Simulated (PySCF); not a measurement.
# BF₄⁻: structure of the singlet

The task is one start of a wider search on BF₄⁻: the singlet, built as square planar. It is relaxed, tested by its Hessian and followed downhill if it is a saddle.

Method: PBE0, basis B def2-SVPD, F def2-SVPD, no relativity, density fitting; program: PySCF 2.14.0.

## 1. Starting geometry

5 atoms, charge -1, spin multiplicity 1.

Bond lengths: B1–F2 1.490 Å, B1–F3 1.490 Å, B1–F4 1.490 Å, B1–F5 1.490 Å. Angles: F2–B1–F3 90.0°, F2–B1–F4 180.0°, F2–B1–F5 90.0°, F3–B1–F4 90.0°, F3–B1–F5 180.0°, F4–B1–F5 90.0°.

Z-matrix (Å, degrees; charge -1 multiplicity 1):
```
B
F  1 1.4900
F  1 1.4900 2 90.00
F  1 1.4900 3 90.00 2 180.00
F  1 1.4900 2 90.00 3 180.00
```

## 2. Square planar start, singlet: relaxation

The steps below are one call of a driver around PySCF. For each, scf.py gives the equivalent set-up of the SCF; relaxations use the driver's own optimiser. Before each start the driver seeks the lowest SCF state from one or more starting densities and follows internal instabilities, so scf.py alone need not reach the same state.

The program finds D4h symmetry in the start, which this walk keeps. The walk stops when the largest gradient is under 0.0003 Eh/bohr and the energy has settled too.

Contents of scf.py:

```python
from pyscf import gto, scf, dft
mol = gto.M(atom='''
B     -0.000000    -0.000000    -0.000000
F      1.490000     0.000000    -0.000000
F     -0.000000     1.490000    -0.000000
F     -1.490000    -0.000000     0.000000
F      0.000000    -1.490000     0.000000''',
    basis={'B': 'def2-SVPD', 'F': 'def2-SVPD'},
    charge=-1, spin=0)
mf = dft.RKS(mol, xc='PBE0')
mf.grids.atom_grid = (50, 194)
aux = {'B': 'def2-universal-JKFIT', 'F': 'def2-universal-JKFIT'}
mf = mf.density_fit(auxbasis=aux)
mf.kernel()
```

Further steps of the session: Hessian and properties; Downhill along the imaginary mode; Frequencies.

What does the calculation give? Wanted: minimum; geometry; wavenumbers; dipole moment; highest occupied, lowest empty level; polar-tensor charge of B1; zero-point energy.

As calculated:

| quantity | value |
| --- | --- |
| minimum | singlet, Td |
| geometry | B–F 1.409 Å (×4); F–B–F 109.5° (×6) |
| wavenumbers (cm⁻¹) | 357 (e), 509 (t2), 751 (a1), 1079 (t2) |
| dipole moment (centre of mass) | 0.00 D |
| highest occupied, lowest empty level | -4.90, 5.06 eV |
| polar-tensor charge of B1 | +1.88 e |
| zero-point energy | 37.3 kJ/mol |
| entropy at 298.15 K | 269.3 J/(mol K) |

In words: From D4h at the start the molecule goes to a Td minimum, after a stop at a saddle point 363.1 kJ/mol higher, from which it was pushed off along an imaginary mode. In the infrared the band at 1079 cm⁻¹ (t2) leads. Other starts or spin states, not run here, may lie lower.
